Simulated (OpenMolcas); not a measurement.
# Eu³⁺ among point charges: CASSCF levels and susceptibility

How does a field of 8 point charges split the states of Eu³⁺, and what χT follows?

Method: state-averaged CASSCF, spin-orbit coupling by RASSI with atomic mean-field integrals. Code: OpenMolcas 26.06.

## (1) The system

- Species: Eu³⁺ (europium, Z = 63, 60 electrons)
- Basis: ANO-RCC-VDZP [7s6p4d2f1g], 68 functions
- Scalar Hamiltonian: DKH2, point nucleus
- Inactive shells: 1s 2s 2p 3s 3p 3d 4s 4p 4d 5s 5p
- Active space: 6 electrons in 7 orbitals (4f)
- Some configurations of this space: 4f6
- Orbitals: optimised for the highest spin of each parity, averaged over all roots

The outer shells:

4f6
```
4f [↑ ][↑ ][↑ ][↑ ][↑ ][↑ ][  ]
```

The ion sits among 8 point charges of -1 e arranged as a hexagonal bipyramid (D6h), 3.21 Å from the ion, with the axial distance 3.627 Å.

Each step is its own input file, run in one work folder so that later steps find the files of earlier ones. Labels, J, g values, rates, χT and fits are worked out afterwards by a script from the matrices that RASSI stores. The input lists half of the charges; inversion (Group=XYZ) makes the rest.

## (2) GATEWAY and SEWARD: basis and integrals

a.inp

```
&GATEWAY
Coord
1

Eu 0.0 0.0 0.0
Basis=ANO-RCC-VDZP
Group=XYZ
NoMove
AngMom=0.0 0.0 0.0
AMFI
XField
4 Angstrom 0
3.210000 0.000000 0.000000 -1.000000
1.605000 2.779942 0.000000 -1.000000
1.605000 -2.779942 0.000000 -1.000000
0.000000 0.000000 3.627300 -1.000000
&SEWARD
```

Run with:

```sh
> OMP_NUM_THREADS=1 MOLCAS_MEM=2252 MOLCAS_PROJECT=a pymolcas a.inp > a.log
```

## (3) CASSCF: septets of even parity, 7 roots

a.inp

```
&RASSCF
FileOrb=start.orb
Symmetry=1
Spin=7
nActEl=6 0 0
Inactive=15 12
Ras2=0 7
CIRoot=7 7 1
SDav=7
CIMx=300
Iter=120 100
PrWF=0.3
OrbListing=Nothing
MaxOrb=0
>>> COPY $Project.JobIph JOB001
```

start.orb holds the contracted functions of the basis, ordered by shell, or the orbitals of the step before.

## (4) CASSCF: quintets of even parity, 140 roots

a.inp

```
&RASSCF
FileOrb=start.orb
Symmetry=1
Spin=5
nActEl=6 0 0
Inactive=15 12
Ras2=0 7
CIRoot=140 140 1
SDav=140
CIMx=300
Iter=120 100
PrWF=0.3
OrbListing=Nothing
MaxOrb=0
CIOnly
>>> COPY $Project.JobIph JOB002
```

## (5) CASSCF: triplets of even parity, 162 roots

a.inp

```
&RASSCF
FileOrb=start.orb
Symmetry=1
Spin=3
nActEl=6 0 0
Inactive=15 12
Ras2=0 7
CIRoot=162 162 1
SDav=588
CIMx=300
Iter=120 100
PrWF=0.3
OrbListing=Nothing
MaxOrb=0
CIOnly
>>> COPY $Project.JobIph JOB003
```

## (6) State interaction with spin-orbit coupling

a.inp

```
&RASSI
NrOfJobIphs=2 7 77
1 2 3 4 5 6 7
1 2 3 4 5 6 7 8 9 10 11 12 13 14 15 16 17 18 19 20 21 22 23 24 25 26 27
28 29 30 31 32 33 34 35 36 37 38 39 40 41 42 43 44 45 46 47 48 49 50 51
52 53 54 55 56 57 58 59 60 61 62 63 64 65 66 67 68 69 70 71 72 73 74 75
76 77
IphNames
JOB001
JOB002
EJob
SpinOrbit
DIPRint=1.0
SOCoupling=1000.0
Subsets=2
Property=9
'ANGMOM' 1 'ANGMOM' 2 'ANGMOM' 3 'MLTPL  1' 1 'MLTPL  1' 2 'MLTPL  1' 3
'AMFI' 1 'AMFI' 2 'AMFI' 3
SOProperty=3
'ANGMOM' 1 'ANGMOM' 2 'ANGMOM' 3
```

**Question.** What will these runs give? Wanted: spin-free ground state; first state of the same spin within the active space; lowest level; next level.

The runs gave:

| quantity | value |
| --- | --- |
| method | CASSCF |
| spin-free ground state | septet, 1-fold in its orbital part |
| first state of the same spin within the active space | septet at 35.8 cm⁻¹ |
| lowest level | 1-fold |
| next level | 198.9 cm⁻¹ |
| χT at 300 K | 1.39 cm³ K/mol |
| effective moment at 300 K | 3.33 μB |

**Reading.** The spin-free ground state (septet) comes to 100 % from free-ion F terms and keeps the highest spin of the shell. The quintets, triplets rest on orbitals optimised for another spin in at least one step, which raises them against the optimised states. Not all states of the active space went into the spin-orbit step. High states of lower spin are left out of the spin-orbit mixing, and CASSCF puts spin-flip levels too high. Point charges carry no covalency, so the field is a model and not that of real ligands.
